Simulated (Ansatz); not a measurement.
**[(RSn)12O14(OH)6]2+, R = H (Sn₁₂H₁₇O₂₀ (+3)): geometry, orbitals and charge**

What does [(RSn)12O14(OH)6]2+, R = H (Sn₁₂H₁₇O₂₀ (+3)) look like as a singlet, and where do its frontier electrons sit?

The runs use Ansatz 0.2.0, Gaussian basis; RKS PBE0-D4/def2-SVP.

Plan: relaxation at PBE-D4/def2-SVP; a single point at PBE0-D4/def2-SVP.

4 further runs of the same task are left out: 4 for a known fault of the program.

### 1 Starting geometry

49 atoms, charge 3, spin multiplicity 1.

Atoms are counted from 1 here; the program's logs count them from 0.

Bond lengths: Sn1–O13 1.919 Å, Sn1–O14 1.948 Å, Sn1–O15 1.948 Å, Sn1–O27 2.001 Å, Sn1–O28 2.001 Å, Sn2–O13 2.064 Å, Sn2–O16 2.053 Å, Sn2–O17 2.014 Å, Sn2–O27 2.209 Å, Sn2–O29 2.086 Å, Sn2–H39 1.597 Å, Sn3–O13 2.065 Å, Sn3–O18 2.053 Å, Sn3–O19 2.014 Å, Sn3–O28 2.207 Å, Sn3–O29 2.086 Å, Sn3–H40 1.597 Å, Sn4–O16 2.087 Å and more. Angles: O13–Sn1–O14 107.3°, O13–Sn1–O15 107.3°, O13–Sn1–O27 88.9°, O13–Sn1–O28 88.8°, O14–Sn1–O15 85.0°, O14–Sn1–O27 163.7°, O14–Sn1–O28 92.0°, O15–Sn1–O27 92.0°, O15–Sn1–O28 163.8°, O27–Sn1–O28 86.4°, O13–Sn2–O16 86.7°, O13–Sn2–O17 86.3°, O13–Sn2–O27 79.9°, O13–Sn2–O29 80.3°, O13–Sn2–H39 170.1°, O16–Sn2–O17 84.4°, O16–Sn2–O27 87.1°, O16–Sn2–O29 166.9° and more.

Sn takes a core potential in the def2 sets. No spin-orbit coupling is included. The ion is computed in the gas phase, without counter-ions or solvent.

The start is a GFN1-xTB geometry.

### 2 Relaxation at PBE-D4/def2-SVP

File in.yaml:

```yaml
crystal:
  periodic: [false, false, false]
  atoms:
    - {symbol: Sn, position_ang: [0.218500, 1.577050, 2.416200]}
    - {symbol: Sn, position_ang: [1.855080, 2.779370, 0.177190]}
    - {symbol: Sn, position_ang: [2.836670, 0.212540, 1.764120]}
    - {symbol: Sn, position_ang: [0.267660, 1.972880, -2.358060]}
    - {symbol: Sn, position_ang: [1.932490, -2.384020, 0.334320]}
    - {symbol: Sn, position_ang: [-2.510510, 0.274050, 1.995660]}
    - {symbol: Sn, position_ang: [-0.220430, -1.796950, 2.455570]}
    - {symbol: Sn, position_ang: [-1.837440, 2.430540, -0.158420]}
    - {symbol: Sn, position_ang: [2.421990, -0.151340, -1.740810]}
    - {symbol: Sn, position_ang: [-0.187300, -1.697650, -2.629750]}
    - {symbol: Sn, position_ang: [-1.765460, -2.683570, -0.122890]}
    - {symbol: Sn, position_ang: [-2.731850, -0.154530, -1.686830]}
    - {symbol: O, position_ang: [1.142970, 0.962780, 0.850990]}
    - {symbol: O, position_ang: [-0.731590, 0.050340, 3.164790]}
    - {symbol: O, position_ang: [-1.544610, 2.179570, 1.848350]}
    - {symbol: O, position_ang: [-0.015380, 3.083300, -0.613300]}
    - {symbol: O, position_ang: [2.223730, 1.840270, -1.566450]}
    - {symbol: O, position_ang: [1.720990, -1.456320, 2.193040]}
    - {symbol: O, position_ang: [3.204890, -0.723590, 0.018940]}
    - {symbol: O, position_ang: [-1.673910, 1.614810, -2.021360]}
    - {symbol: O, position_ang: [0.731260, 0.143970, -2.903560]}
    - {symbol: O, position_ang: [0.079160, -2.971580, 0.813240]}
    - {symbol: O, position_ang: [1.561340, -2.028630, -1.560850]}
    - {symbol: O, position_ang: [-2.107420, -1.610760, 1.661610]}
    - {symbol: O, position_ang: [-3.023380, 0.787630, 0.179610]}
    - {symbol: O, position_ang: [-1.058610, -0.992180, -0.949790]}
    - {symbol: O, position_ang: [1.008730, 3.391850, 2.123860]}
    - {symbol: O, position_ang: [1.857270, 1.175210, 3.492300]}
    - {symbol: O, position_ang: [3.566190, 2.061330, 1.130100]}
    - {symbol: O, position_ang: [-1.058760, -3.480230, -1.925350]}
    - {symbol: O, position_ang: [-2.001040, -1.012840, -3.450610]}
    - {symbol: O, position_ang: [-3.551170, -1.950910, -0.960380]}
    - {symbol: H, position_ang: [0.609240, 4.204850, 2.418460]}
    - {symbol: H, position_ang: [1.860290, 0.989540, 4.426580]}
    - {symbol: H, position_ang: [4.325380, 2.544560, 1.441350]}
    - {symbol: H, position_ang: [-1.148140, -4.340230, -2.321250]}
    - {symbol: H, position_ang: [-2.383810, -1.118340, -4.314740]}
    - {symbol: H, position_ang: [-4.344440, -2.411010, -1.213160]}
    - {symbol: H, position_ang: [2.412290, 4.254150, -0.078430]}
    - {symbol: H, position_ang: [4.103840, -0.170980, 2.657320]}
    - {symbol: H, position_ang: [0.399570, 3.033510, -3.556190]}
    - {symbol: H, position_ang: [2.940560, -3.614330, 0.552860]}
    - {symbol: H, position_ang: [-3.645910, 0.525550, 3.102330]}
    - {symbol: H, position_ang: [-0.390470, -2.728320, 3.751580]}
    - {symbol: H, position_ang: [-2.841320, 3.680780, -0.212060]}
    - {symbol: H, position_ang: [3.630490, -0.333750, -2.784180]}
    - {symbol: H, position_ang: [0.366640, -2.326260, -3.988860]}
    - {symbol: H, position_ang: [-2.404670, -4.033320, 0.444370]}
    - {symbol: H, position_ang: [-4.099580, 0.401240, -2.297440]}
basis:
  gaussian: {orbitals: def2-SVP, fitting: {mean_field: def2-universal-jkfit}}
total_charge: 3
hamiltonian: {xc: pbe, dispersion: d4}
scf: {lower_state_search: "off"}
output: {orbitals: {seedname: orbitals}}
relax: {f_tol: 0.03, max_steps: 70}
```

Launch:

```sh
> ansatz run in.yaml --threads 4 --pin off --events-out ev --progress --plain --max-ram 46080MiB --backend cuda --devices 0, --max-vram 37GiB
```

After this run come: Single point, PBE0-D4/def2-SVP.

Q: Predict the results of all the runs planned. Wanted: point group; commonest bond, hydrogen aside; HOMO, LUMO at PBE0-D4/def2-SVP.

The runs gave:

| quantity | value |
| --- | --- |
| point group | Cs |
| commonest bond, hydrogen aside | O–Sn, 54 of mean length 2.134 Å |
| HOMO, LUMO at PBE0-D4/def2-SVP | -16.39, -11.63 eV |

**Reading.** The molecule keeps its bonding pattern by the stored test; the atoms moved 0.25 Å (rms), and the angle O18–Sn7–O24 went from 146° to 133°. No usable vibrations, so a minimum isn't proven. Whether this spin is the lowest isn't tested here. The point group is read from a loosely relaxed geometry; soft torsions can leave it below the true symmetry.
